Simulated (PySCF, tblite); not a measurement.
# C₆H₅BrCl radical: geometry, infrared bands and EPR parameters

Aim: predict the infrared bands and EPR parameters of C₆H₅BrCl radical (`C=C1[C]=C[C@@H](Br)[C@H]1Cl`).

The runs use tblite 0.8.0 and PySCF 2.14.0, with density-fitted response routines of our own; the level of theory stands in each step. All values are computed, except where a source is named. Atoms are numbered from 0 throughout.

**1. The molecule as given**

13 atoms, charge 0, multiplicity 2; geometry from: force field or distance geometry start.

Bonds of the start (Å): C0–C1 1.33, C1–C2 1.48, C2–C3 1.35, C3–C4 1.47, C4–Br5 1.92, C4–C6 1.52, C6–Cl7 1.76, C6–C1 1.48, C0–H8 1.09, C0–H9 1.07, C3–H10 1.09, C4–H11 1.11, C6–H12 1.09.

**2. Geometry optimisation with GFN2-xTB**

Job settings and geometry (Å):

```
{"job": {"kind": "relax", "xc": "GFN2-xTB", "basis": "xTB"}, "charge": 0, "multiplicity": 2}
C      2.066500    -0.453400     0.325300
C      0.789900    -0.435000    -0.049000
C     -0.163700    -1.545800     0.161500
C     -1.397800    -0.990000     0.176200
C     -1.317000     0.466400     0.017600
Br    -1.228000     1.333400     1.731700
C      0.002400     0.618200    -0.722500
Cl     0.652500     2.240200    -0.536900
H      2.642700     0.442400     0.107900
H      2.552700    -1.261700     0.821100
H     -2.326200    -1.550500     0.314000
H     -2.143800     0.841800    -0.612600
H     -0.134600     0.294300    -1.752100
```

The run is started by

```bash
$ OMP_NUM_THREADS=1 python probes_run.py task.json out
```

One launch serves the whole session: the jobs run in the order shown.

**Question.** This job is followed by: GFN2-xTB harmonic vibrations, gas phase; UKS B3LYP, def2-TZVP-core on Br, pcH-1 on C Cl H, non-relativistic, mean-field spin-orbit, GIAO. What will the session give for the following? strongest single infrared mode (GFN2-xTB); zero-point energy (GFN2-xTB); g(iso) (B3LYP); ⟨S²⟩; largest a(iso); surface potential, 1st and 99th percentile.

**Answer**, as computed:

| quantity | value |
| --- | --- |
| strongest single infrared mode (GFN2-xTB) | 1115 cm⁻¹, 29 km/mol |
| zero-point energy (GFN2-xTB) | 54.2 kcal/mol |
| g(iso) (B3LYP) | 2.00294 |
| ⟨S²⟩ | 0.759 (exact 0.75) |
| largest a(iso) | 13C on C2, 428.0 MHz |
| surface potential, 1st and 99th percentile | -0.82 V and 1.31 V |

What this shows: Relaxing lowered the energy by 0.450 eV in 49 steps; the close pair that moved most is C1–C6, from 1.477 to 1.530 Å. No mode is imaginary among the 33: a minimum at this level. The strongest single mode, at 1115 cm⁻¹, has its largest shares on H10, H11 and C1 (the list is cut at 3 atoms). GFN2-xTB is a fitted tight-binding method: band positions and strengths are rough. Its intensities can rank the bands wrongly. C2 carries the largest spin population, 0.99 e. The isotropic g lies 0.6 ppt above the free-electron value. The hyperfine terms hold no scalar relativity, which the heavier nuclei need.
